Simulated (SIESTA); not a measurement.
# Zr3S2 (R32) in SIESTA: settings compared, part 2 of 2

SIESTA 5.4.2. The steps go on from the part before.

### Step 9. Single point, PBEsol, 19.14 Å³/atom

Zr3S2.fdf

```
SystemName                      Zr3S2
SystemLabel                     Zr3S2
NumberOfSpecies                 2
NumberOfAtoms                   5
%block ChemicalSpeciesLabel
  1  40 Zr
  2  16 S
%endblock ChemicalSpeciesLabel

LatticeConstant                 1.0 Ang
%block LatticeVectors
     2.8432858781     1.6415718671     3.4165742474
    -2.8432858781     1.6415718671     3.4165742474
     0.0000000000    -3.2831437341     3.4165742474
%endblock LatticeVectors
AtomicCoordinatesFormat         Fractional
%block AtomicCoordinatesAndAtomicSpecies
     0.8387270000     0.5000000000     0.1612730000  1  Zr
     0.5000000000     0.1612730000     0.8387270000  1  Zr
     0.1612730000     0.8387270000     0.5000000000  1  Zr
     0.6650230000     0.6650230000     0.6650230000  2  S
     0.3349770000     0.3349770000     0.3349770000  2  S
%endblock AtomicCoordinatesAndAtomicSpecies

%block kgrid.MonkhorstPack
    6   0   0  0.0
    0   6   0  0.0
    0   0   6  0.0
%endblock kgrid.MonkhorstPack
XC.Functional                   GGA
XC.Authors                      PBEsol
PAO.BasisSize                   DZP
PAO.EnergyShift                 0.003 Ry
Mesh.Cutoff                     800 Ry
OccupationFunction              FD
ElectronicTemperature           0.05 eV
MaxSCFIterations                120
SCF.MustConverge                false
SCF.Mixer.Method                Pulay
SCF.Mixer.Weight                0.25
SCF.Mixer.History               8
SCF.DM.Tolerance                5.0e-05
SCF.H.Tolerance                 1.0e-03 eV
WriteForces                     true
Charge.Mulliken                 end
%block PAO.Basis
  Zr 5
  n=4 0 2
    3.497 0.000
  n=5 0 2
    8.986 0.000
  n=4 1 2
    4.065 0.000
  n=5 1 1
    8.986
  n=4 2 2
    7.326 0.000
%endblock PAO.Basis
```

Potentials or basis: PseudoDojo 0.4 standard (PBEsol files), DZP (energy shift 0.003 Ry; two zetas on semicore shells).

The run is started by

```sh
siesta < Zr3S2.fdf > Zr3S2.out 2>&1
```

It took 2 min on 1 thread of Arm Neoverse V2, shared host; peak memory 0.6 GiB.

It converged, with:

```
Free energy            : -4734.6584 eV
Pressure               : 4.5 GPa
Largest force          : 0.180 eV/Å
Band gap on the k mesh : none (metal or under the smearing width)
```

Caveat: the basis of atomic orbitals isn't converged, which shifts pressures, moduli and gaps.

### Step 10. Single point, PBEsol, 19.54 Å³/atom

Changes to Zr3S2.fdf since step 9:

```diff
@@ -11,5 +11,5 @@
 %block LatticeVectors
-     2.8432858781     1.6415718671     3.4165742474
-    -2.8432858781     1.6415718671     3.4165742474
-     0.0000000000    -3.2831437341     3.4165742474
+     2.8633096778     1.6531326133     3.4406354222
+    -2.8633096778     1.6531326133     3.4406354222
+     0.0000000000    -3.3062652264     3.4406354222
 %endblock LatticeVectors
```

The run is started by

```sh
siesta Zr3S2.fdf > Zr3S2.out 2>&1
```

It took 2 min on 1 thread of Arm Neoverse V2, shared host; peak memory 0.59 GiB.

It converged, with:

- Free energy: -4734.6962 eV
- Pressure: 1.5 GPa
- Largest force: 0.113 eV/Å
- Band gap on the k mesh: none (metal or under the smearing width)

Caveat: the basis of atomic orbitals isn't converged, which shifts pressures, moduli and gaps.

### Step 11. Single point, PBEsol, 19.95 Å³/atom

Changes to Zr3S2.fdf since step 10:

```diff
@@ -11,5 +11,5 @@
 %block LatticeVectors
-     2.8633096778     1.6531326133     3.4406354222
-    -2.8633096778     1.6531326133     3.4406354222
-     0.0000000000    -3.3062652264     3.4406354222
+     2.8830572651     1.6645338881     3.4643646922
+    -2.8830572651     1.6645338881     3.4643646922
+     0.0000000000    -3.3290677762     3.4643646922
 %endblock LatticeVectors
```

The run is started by

```sh
siesta Zr3S2.fdf > Zr3S2.out 2>&1
```

Wall time 1.9 min (1 thread of Arm Neoverse V2, shared host); peak memory 0.58 GiB.

It converged, with:

* Free energy: -4734.6980 eV
* Pressure: -1.2 GPa
* Largest force: 0.054 eV/Å
* Band gap on the k mesh: none (metal or under the smearing width)

Caveat: the basis of atomic orbitals isn't converged, which shifts pressures, moduli and gaps.

### Step 12. Single point, PBEsol, 20.76 Å³/atom

Changes to Zr3S2.fdf since step 11:

```diff
@@ -11,5 +11,5 @@
 %block LatticeVectors
-     2.8830572651     1.6645338881     3.4643646922
-    -2.8830572651     1.6645338881     3.4643646922
-     0.0000000000    -3.3290677762     3.4643646922
+     2.9217606387     1.6868792913     3.5108717812
+    -2.9217606387     1.6868792913     3.5108717812
+     0.0000000000    -3.3737585825     3.5108717812
 %endblock LatticeVectors
```

Potentials or basis: PseudoDojo 0.4 standard (PBEsol files), DZP (energy shift 0.003 Ry; two zetas on semicore shells).

The run is started by

```sh
siesta < Zr3S2.fdf > Zr3S2.out 2>&1
```

Run time: 1.8 min. Hardware: 1 thread of Arm Neoverse V2, shared host; peak memory 0.56 GiB.

Results (log left out):

```
Free energy            : -4734.6084 eV
Pressure               : -5.7 GPa
Largest force          : 0.050 eV/Å
Band gap on the k mesh : none (metal or under the smearing width)
```

Caveat: the basis of atomic orbitals isn't converged, which shifts pressures, moduli and gaps.

### Step 13. Single point, PBEsol, 21.17 Å³/atom

Changes to Zr3S2.fdf since step 12:

```diff
@@ -11,5 +11,5 @@
 %block LatticeVectors
-     2.9217606387     1.6868792913     3.5108717812
-    -2.9217606387     1.6868792913     3.5108717812
-     0.0000000000    -3.3737585825     3.5108717812
+     2.9407336420     1.6978333598     3.5336702887
+    -2.9407336420     1.6978333598     3.5336702887
+     0.0000000000    -3.3956667196     3.5336702887
 %endblock LatticeVectors
```

The run is started by

```sh
siesta Zr3S2.fdf > Zr3S2.out 2>&1
```

Run time: 1.7 min. Hardware: 1 thread of Arm Neoverse V2, shared host; peak memory 0.56 GiB.

Results (log left out):

* Free energy: -4734.5233 eV
* Pressure: -7.6 GPa
* Largest force: 0.095 eV/Å
* Band gap on the k mesh: none (metal or under the smearing width)

Caveat: the basis of atomic orbitals isn't converged, which shifts pressures, moduli and gaps.

### Step 14. Single point, PBEsol, 21.58 Å³/atom

Changes to Zr3S2.fdf since step 13:

```diff
@@ -11,5 +11,5 @@
 %block LatticeVectors
-     2.9407336420     1.6978333598     3.5336702887
-    -2.9407336420     1.6978333598     3.5336702887
-     0.0000000000    -3.3956667196     3.5336702887
+     2.9594649345     1.7086478766     3.5561783496
+    -2.9594649345     1.7086478766     3.5561783496
+     0.0000000000    -3.4172957532     3.5561783496
 %endblock LatticeVectors
```

The run is started by

```sh
siesta Zr3S2.fdf > Zr3S2.out 2>&1
```

Wall time 98 s (1 thread of Arm Neoverse V2, shared host); peak memory 0.55 GiB.

The run converged. Its results:

* Free energy: -4734.4149 eV
* Pressure: -9.4 GPa
* Largest force: 0.135 eV/Å
* Band gap on the k mesh: none (metal or under the smearing width)

Caveat: the basis of atomic orbitals isn't converged, which shifts pressures, moduli and gaps.

### Step 15. Equation of state, PBEsol

Potentials or basis: PseudoDojo 0.4 standard (PBEsol files), DZP (energy shift 0.003 Ry; two zetas on semicore shells).

No new run: the results of the series are fitted here.

Results:

```
Equilibrium volume                        : 19.77 Å³/atom
Bulk modulus at fixed shape and positions : 129 GPa
Pressure derivative of the bulk modulus   : 4.3
```

Energy against volume, from the lowest point:
```csv
volume (Å³/atom),energy (meV/atom)
19.136,7.93
19.543,0.37
19.950,0.00
20.358,6.07
20.765,17.92
21.172,34.95
21.579,56.62
```

Caveat: the cell was scaled at fixed shape and fractional positions, which overstates the stiffness of a crystal with free parameters, most of all of layers and chains; the basis of atomic orbitals isn't converged, which shifts pressures, moduli and gaps.
